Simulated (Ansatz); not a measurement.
# InSe: the cost of one run

Program: Ansatz 0.2.0. Level of theory: DFT PBE, scalar-relativistic, plane waves, PAW. These are calculated values, not measurements.

### 1 Starting point

The structure is hexagonal, space group P6_3/mmc (No. 194). The conventional cell has a = 4.050 Å, b = 4.050 Å, c = 16.930 Å, α = 90.00°, β = 90.00°, γ = 120.00°. In (site symmetry 3m) has 3 Se at 2.52 Å as nearest neighbours. Se (site symmetry 3m) has 3 In at 2.52 Å as nearest neighbours.

Coordinates:

```cif
data_structure
_symmetry_space_group_name_H-M 'P6_3/mmc'
_symmetry_Int_Tables_number 194
_cell_length_a 4.0500
_cell_length_b 4.0500
_cell_length_c 16.9300
_cell_angle_alpha 90.000
_cell_angle_beta 90.000
_cell_angle_gamma 120.000
_cell_volume 240.49
loop_
_atom_site_label
_atom_site_type_symbol
_atom_site_symmetry_multiplicity
_atom_site_Wyckoff_symbol
_atom_site_fract_x
_atom_site_fract_y
_atom_site_fract_z
_atom_site_occupancy
In1 In 4 f 0.33333 0.66667 0.15700 1
Se1 Se 4 f 0.33333 0.66667 0.60200 1
```

The runs take a perfect supercell of 32 atoms; the defect goes to fractional position (0.167, 0.333, 0.602).

### 2 The perfect supercell

Contents of input.yaml:

```yaml
crystal:
  lattice:
    - [8.1, 0.0, 0.0]
    - [-4.05, 7.014806, 0.0]
    - [0.0, 0.0, 16.93]
  atoms:
    - { symbol: In, position: [0.166667, 0.333333, 0.157] }
    - { symbol: In, position: [0.166667, 0.833333, 0.157] }
    - { symbol: In, position: [0.666667, 0.333333, 0.157] }
    - { symbol: In, position: [0.666667, 0.833333, 0.157] }
    - { symbol: In, position: [0.333333, 0.166667, 0.657] }
    - { symbol: In, position: [0.333333, 0.666667, 0.657] }
    - { symbol: In, position: [0.833333, 0.166667, 0.657] }
    - { symbol: In, position: [0.833333, 0.666667, 0.657] }
    - { symbol: In, position: [0.166667, 0.333333, 0.343] }
    - { symbol: In, position: [0.166667, 0.833333, 0.343] }
    - { symbol: In, position: [0.666667, 0.333333, 0.343] }
    - { symbol: In, position: [0.666667, 0.833333, 0.343] }
    - { symbol: In, position: [0.333333, 0.166667, 0.843] }
    - { symbol: In, position: [0.333333, 0.666667, 0.843] }
    - { symbol: In, position: [0.833333, 0.166667, 0.843] }
    - { symbol: In, position: [0.833333, 0.666667, 0.843] }
    - { symbol: Se, position: [0.166667, 0.333333, 0.602] }
    - { symbol: Se, position: [0.166667, 0.833333, 0.602] }
    - { symbol: Se, position: [0.666667, 0.333333, 0.602] }
    - { symbol: Se, position: [0.666667, 0.833333, 0.602] }
    - { symbol: Se, position: [0.333333, 0.166667, 0.102] }
    - { symbol: Se, position: [0.333333, 0.666667, 0.102] }
    - { symbol: Se, position: [0.833333, 0.166667, 0.102] }
    - { symbol: Se, position: [0.833333, 0.666667, 0.102] }
    - { symbol: Se, position: [0.166667, 0.333333, 0.898] }
    - { symbol: Se, position: [0.166667, 0.833333, 0.898] }
    - { symbol: Se, position: [0.666667, 0.333333, 0.898] }
    - { symbol: Se, position: [0.666667, 0.833333, 0.898] }
    - { symbol: Se, position: [0.333333, 0.166667, 0.398] }
    - { symbol: Se, position: [0.333333, 0.666667, 0.398] }
    - { symbol: Se, position: [0.833333, 0.166667, 0.398] }
    - { symbol: Se, position: [0.833333, 0.666667, 0.398] }
basis:
  ecutwfc: 420
  fft_grid_basis: typed
kpoints:
  mp_grid: { grid: [3, 3, 1] }
hamiltonian:
  xc: pbe
  pseudopotentials: { kind: paw }
scf:
  occupations: { method: gaussian, width: 0.05 }
output:
  forces: true
  stress: false
  eigenvalues: true
  bader: false
  write_density: true
  volumetric_format: npy
```

Command:

```bash
$ ansatz run input.yaml --threads 4 --pin off --max-ram 10240MiB --backend cpu --events-out ev --progress --plain --runs-dir out
```

What time and memory should one allow on 4 threads of Arm Neoverse V2, shared host?

About 12 s, with a peak of 3.6 GiB.
